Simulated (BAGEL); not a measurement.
# B2H4F2 (SMILES [BH2-]1[F+][BH2-][F+]1): a chain of runs

We compute the energy (HF/6-31G*), then the energy (NEVPT2(2,2)/6-31G*), then a single-point energy (CASPT2(2,2)/6-31G*) of B2H4F2. 

The calculation is run with BAGEL 1.2.2.

1 further run of the same task is left out (set aside as unsound or not needed).

### Step 1. The molecule

B2H4F2: 8 atoms, total charge 0, spin state singlet. SMILES: `[BH2-]1[F+][BH2-][F+]1`. The B1–H6 distance was set to 2.737 Å, away from the relaxed value. At this shape a bond of the SMILES string is far longer than usual.

Bond lengths: B1–F2 1.538 Å, F2–B3 1.538 Å, B1–F4 1.538 Å, B3–F4 1.538 Å, B1–H5 1.190 Å, B3–H7 1.190 Å, B3–H8 1.190 Å. Some angles: B1–F2–B3 91.9°, F2–B1–F4 88.1°, F2–B3–F4 88.1°, B1–F4–B3 91.9°, F2–B1–H5 110.0°, F4–B1–H5 110.0°, F2–B3–H7 110.0°, F2–B3–H8 110.0°, F4–B3–H7 110.0°, F4–B3–H8 110.0°.

### Step 2. The energy at HF/6-31G(d) (density fitting with svp-jkfit, spherical functions) (run 1)

File calc.json:

```json
{ "bagel": [

{
  "title": "molecule",
  "basis": "6-31gs.json",
  "df_basis": "svp-jkfit",
  "angstrom": false,
  "geometry": [
    { "atom": "B", "xyz": [     1.41705838,     0.90303208,    -2.06802178 ] },
    { "atom": "F", "xyz": [     3.54356719,     0.12578773,    -0.24556991 ] },
    { "atom": "B", "xyz": [     3.26143108,    -2.67705406,    -0.95742974 ] },
    { "atom": "F", "xyz": [     1.13586713,    -1.89980970,    -2.78101545 ] },
    { "atom": "H", "xyz": [     2.27121459,     2.05576502,    -3.79995578 ] },
    { "atom": "H", "xyz": [    -2.72158356,     2.47251766,     0.60849181 ] },
    { "atom": "H", "xyz": [     5.06082829,    -3.36094594,    -2.12055617 ] },
    { "atom": "H", "xyz": [     2.40614103,    -3.82903110,     0.77431528 ] }
  ]
},

{
  "title": "hf"
},

{
  "title": "print",
  "file": "orbitals.molden",
  "orbitals": true
}

]}
```

The basis set 6-31G* is read from a file made from the Basis Set Exchange's data (not shown).

Command:

```
$ BAGEL_NUM_THREADS=1 BAGEL calc.json > calc.out
```

The log of the run:

```text
* using 1 threads per process

  ===============================================================
  ===============================================================

  *** Geometry ***

  { "atom" : "B", "xyz" : [      1.417058,      0.903032,     -2.068022 ] },
  { "atom" : "F", "xyz" : [      3.543567,      0.125788,     -0.245570 ] },
  { "atom" : "B", "xyz" : [      3.261431,     -2.677054,     -0.957430 ] },
  { "atom" : "F", "xyz" : [      1.135867,     -1.899810,     -2.781015 ] },
  { "atom" : "H", "xyz" : [      2.271215,      2.055765,     -3.799956 ] },
  { "atom" : "H", "xyz" : [     -2.721584,      2.472518,      0.608492 ] },
  { "atom" : "H", "xyz" : [      5.060828,     -3.360946,     -2.120556 ] },
  { "atom" : "H", "xyz" : [      2.406141,     -3.829031,      0.774315 ] },

  Number of auxiliary basis functions:      376

  Since a DF basis is specified, we compute 2- and 3-index integrals:
    o Being stored without compression. Storage requirement is 0.012 GB

  Number of basis functions:       64
  Number of electrons      :       32

    * METHOD: MOLECULE                             0.13

  *** RHF ***

  === Nuclear Repulsion ===
   115.2237160689

      * DIIS with orbital gradients will be used.

  === RHF iteration (6-31gs.json) ===
      0       -250.24625964          0.02239252           0.03
      1       -250.36702677          0.01364617           0.03
      2       -250.41106199          0.00199109           0.03
      3       -250.41316895          0.00032343           0.03
      4       -250.41323658          0.00011654           0.03
      5       -250.41324422          0.00003121           0.03
      6       -250.41324486          0.00000651           0.03
      7       -250.41324489          0.00000152           0.03
      8       -250.41324489          0.00000032           0.03
      9       -250.41324489          0.00000013           0.03
     10       -250.41324489          0.00000004           0.03
     11       -250.41324489          0.00000001           0.03
    * SCF iteration converged.

    * Permanent dipole moment:
           (   -1.040068,     0.500650,     0.587291) a.u.

    * METHOD: HF                                   0.42

    * METHOD: PRINT                                0.01

  ===============================================================
```

Wall time 0.69 s (1 thread of Arm Neoverse V1, shared host); peak memory 0.14 GiB.

### Step 3. The energy at NEVPT2(2,2)/6-31G(d) (density fitting with svp-jkfit, spherical functions) (run 2)

calc.json, as its differences from that of step 2:

```diff
@@ -19,11 +19,19 @@
 
+{ "title": "hf" },
+
+{ "title": "casscf", "nstate": 1, "nact": 2, "nclosed": 15, "nspin": 0, "active": [16, 17], "maxiter": 200, "natocc": true },
+
 {
-  "title": "hf"
+  "title": "nevpt2",
+  "nstate": 1,
+  "nact": 2,
+  "nclosed": 15,
+  "nspin": 0,
+  "active": [16, 17],
+  "maxiter": 200,
+  "natocc": true,
+  "ncore": 4
 },
 
-{
-  "title": "print",
-  "file": "orbitals.molden",
-  "orbitals": true
-}
+{ "title": "print", "file": "orbitals.molden", "orbitals": true }
```

The basis set 6-31G* is read from a file made from the Basis Set Exchange's data (not shown).

Command:

```
$ BAGEL_NUM_THREADS=1 BAGEL calc.json > calc.out
```

The log of the run:

```text
* using 1 threads per process

  ===============================================================
  ===============================================================

  *** Geometry ***

  { "atom" : "B", "xyz" : [      1.417058,      0.903032,     -2.068022 ] },
  { "atom" : "F", "xyz" : [      3.543567,      0.125788,     -0.245570 ] },
  { "atom" : "B", "xyz" : [      3.261431,     -2.677054,     -0.957430 ] },
  { "atom" : "F", "xyz" : [      1.135867,     -1.899810,     -2.781015 ] },
  { "atom" : "H", "xyz" : [      2.271215,      2.055765,     -3.799956 ] },
  { "atom" : "H", "xyz" : [     -2.721584,      2.472518,      0.608492 ] },
  { "atom" : "H", "xyz" : [      5.060828,     -3.360946,     -2.120556 ] },
  { "atom" : "H", "xyz" : [      2.406141,     -3.829031,      0.774315 ] },

  Number of auxiliary basis functions:      376

  Since a DF basis is specified, we compute 2- and 3-index integrals:
    o Being stored without compression. Storage requirement is 0.012 GB

  Number of basis functions:       64
  Number of electrons      :       32

    * METHOD: MOLECULE                             0.13

  *** RHF ***

  === Nuclear Repulsion ===
   115.2237160689

      * DIIS with orbital gradients will be used.

  === RHF iteration (6-31gs.json) ===
      0       -250.24625964          0.02239252           0.03
      1       -250.36702677          0.01364617           0.03
      2       -250.41106199          0.00199109           0.03
      3       -250.41316895          0.00032343           0.03
      4       -250.41323658          0.00011654           0.03
      5       -250.41324422          0.00003121           0.03
      6       -250.41324486          0.00000651           0.03
      7       -250.41324489          0.00000152           0.03
      8       -250.41324489          0.00000032           0.03
      9       -250.41324489          0.00000013           0.03
     10       -250.41324489          0.00000004           0.03
     11       -250.41324489          0.00000001           0.03
    * SCF iteration converged.

    * Permanent dipole moment:
           (   -1.040068,     0.500650,     0.587291) a.u.

    * METHOD: HF                                   0.42

  ---------------------------
      CASSCF calculation
  ---------------------------

    ==== Active orbitals : =====
         Orbital 16
         Orbital 17
    ============================

    * nstate   :      1
    * nclosed  :     15
    * nact     :      2
    * nvirt    :     47
  === CASSCF iteration (6-31gs.json) ===

    * Using the second-order algorithm

      0  0      -250.47812638     7.56e-03      0.01

      1  0      -250.49555809     8.83e-04      0.15

      2  0      -250.49576674     2.19e-04      0.14

      3  0      -250.49577611     5.04e-05      0.15

      4  0      -250.49577660     1.15e-05      0.15

      5  0      -250.49577662     2.62e-06      0.15

      6  0      -250.49577663     5.98e-07      0.15

      7  0      -250.49577663     1.36e-07      0.13

      8  0      -250.49577663     3.11e-08      0.12

      9  0      -250.49577663     7.08e-09      0.12

    * Second-order optimization converged. *

     guess   0:   closed 1.                   open ..

  === FCI iteration ===

      0  0      -250.40038239     9.03e-02      0.00
      1  0      -250.48650760     2.80e-02      0.00
      2  0 *    -250.49577663     8.62e-16      0.00

     * ci vector, state   0, <S^2> = 0.0000
       2.     0.8814044990
       .2    -0.4723622648

    * METHOD: CASSCF                               1.35

    * freezing 4 orbitals

  === DF-NEVPT2 calculation ===

    * 3-index integral transformation done
    * assembly done

      NEVPT2 correlation energy:   -0.4890756891      0.10

          (+0)     -0.4617962288
          (+0)'    -0.0032037715
          (+1)     -0.0091322523
          (+1)'    -0.0000000000
          (+2)     -0.0000904522
          (-1)     -0.0145096848
          (-1)'     0.0000000000
          (-2)     -0.0003432995

      NEVPT2 total energy:       -250.9848523152

    * METHOD: NEVPT2                               0.16

    * METHOD: PRINT                                0.01

  ===============================================================
```

Wall time 2.2 s (1 thread of Arm Neoverse V1, shared host); peak memory 0.14 GiB.

### Step 4. The energy at CASPT2(2,2)/6-31G(d) (density fitting with svp-jkfit, spherical functions) (run 3)

File input.json:

```json
{ "bagel": [

{
  "title": "molecule",
  "basis": "6-31gs.json",
  "df_basis": "svp-jkfit",
  "geometry": [
    { "atom": "B", "xyz": [  1.41705838,  0.90303208, -2.06802178 ] },
    { "atom": "F", "xyz": [  3.54356719,  0.12578773, -0.24556991 ] },
    { "atom": "B", "xyz": [  3.26143108, -2.67705406, -0.95742974 ] },
    { "atom": "F", "xyz": [  1.13586713, -1.89980970, -2.78101545 ] },
    { "atom": "H", "xyz": [  2.27121459,  2.05576502, -3.79995578 ] },
    { "atom": "H", "xyz": [ -2.72158356,  2.47251766,  0.60849181 ] },
    { "atom": "H", "xyz": [  5.06082829, -3.36094594, -2.12055617 ] },
    { "atom": "H", "xyz": [  2.40614103, -3.82903110,  0.77431528 ] }
  ]
},
{ "title": "hf" },
{ "title": "casscf", "nstate": 1, "nact": 2, "nclosed": 15, "active": [16, 17], "maxiter": 200, "natocc": "true" },
{ "title": "print", "file": "orbitals.molden", "orbitals": "true" },
{ "title": "smith", "method": "caspt2", "ms": "true", "xms": "true", "sssr": "true", "shift": 0.2, "shift_imag": "true", "ncore": 4 }

]}
```

The basis set 6-31G* is read from a file made from the Basis Set Exchange's data (not shown).

Command:

```
$ BAGEL_NUM_THREADS=1 BAGEL input.json > input.out
```

The log of the run:

```text
* using 1 threads per process

  ===============================================================
  ===============================================================

  *** Geometry ***

  { "atom" : "B", "xyz" : [      1.417058,      0.903032,     -2.068022 ] },
  { "atom" : "F", "xyz" : [      3.543567,      0.125788,     -0.245570 ] },
  { "atom" : "B", "xyz" : [      3.261431,     -2.677054,     -0.957430 ] },
[... 4 lines of this table left out ...]
  { "atom" : "H", "xyz" : [      2.406141,     -3.829031,      0.774315 ] },

  Number of auxiliary basis functions:      376

  Since a DF basis is specified, we compute 2- and 3-index integrals:
    o Being stored without compression. Storage requirement is 0.012 GB

  Number of basis functions:       64
  Number of electrons      :       32

    * METHOD: MOLECULE                             0.13

  *** RHF ***

  === Nuclear Repulsion ===
   115.2237160689

      * DIIS with orbital gradients will be used.

[... 6 lines left out ...]
    * SCF iteration converged.
[... 1 line left out ...]
    * Permanent dipole moment:
[... 27 lines left out ...]
    * Second-order optimization converged. *
[... 9 lines left out ...]
     * ci vector, state   0, <S^2> = 0.0000
[... 16 lines left out ...]
    * Zeroth order energy : state  0       -0.4037451682

    * CASPT2 iteration is performed using orthogonal basis

      -------------------------------------------  CASPT2 iteration  ---------------------------------------------------
       #      aibj      arbs      arbi      airj      risj      airs      arst      rist         Etot      error   time
      ------------------------------------------------------------------------------------------------------------------

       0  -0.46067  -0.00047  -0.01559  -0.01008  -0.00015  -0.00338  -0.00000  -0.00000   -0.4903411  0.0003812   0.06
       1  -0.46068  -0.00048  -0.01559  -0.01009  -0.00015  -0.00340   0.00000  -0.00000   -0.4904027  0.0000353   0.05
       2  -0.46068  -0.00048  -0.01559  -0.01009  -0.00015  -0.00340  -0.00000  -0.00000   -0.4904032  0.0000037   0.05
       3  -0.46068  -0.00048  -0.01559  -0.01009  -0.00015  -0.00340  -0.00000   0.00000   -0.4904032  0.0000005   0.05

      ------------------------------------------------------------------------------------------------------------------

    * CASPT2 energy : state  0     -250.9878184053
        w/o shift correction       -250.9861797912
        reference weight              0.8849171331

    * METHOD: SMITH                                0.34

  ===============================================================
```

Wall time 2.4 s (1 thread of Arm Neoverse V1, shared host); peak memory 0.14 GiB.

### Step 5. Outcome

| quantity | value |
| --- | --- |
| run 1, HF/6-31G*: total energy | -250.41324 Eh |
| run 1, HF/6-31G*: dipole moment | 3.29 D |
| run 1, HF/6-31G*: HOMO energy | -8.24 eV |
| run 1, HF/6-31G*: LUMO energy | 0.74 eV |
| run 1, HF/6-31G*: HOMO–LUMO gap | 8.99 eV |
| run 2, NEVPT2(2,2)/6-31G*: total energy | -250.98485 Eh |
| run 3, CASPT2(2,2)/6-31G*: total energy | -250.98782 Eh |
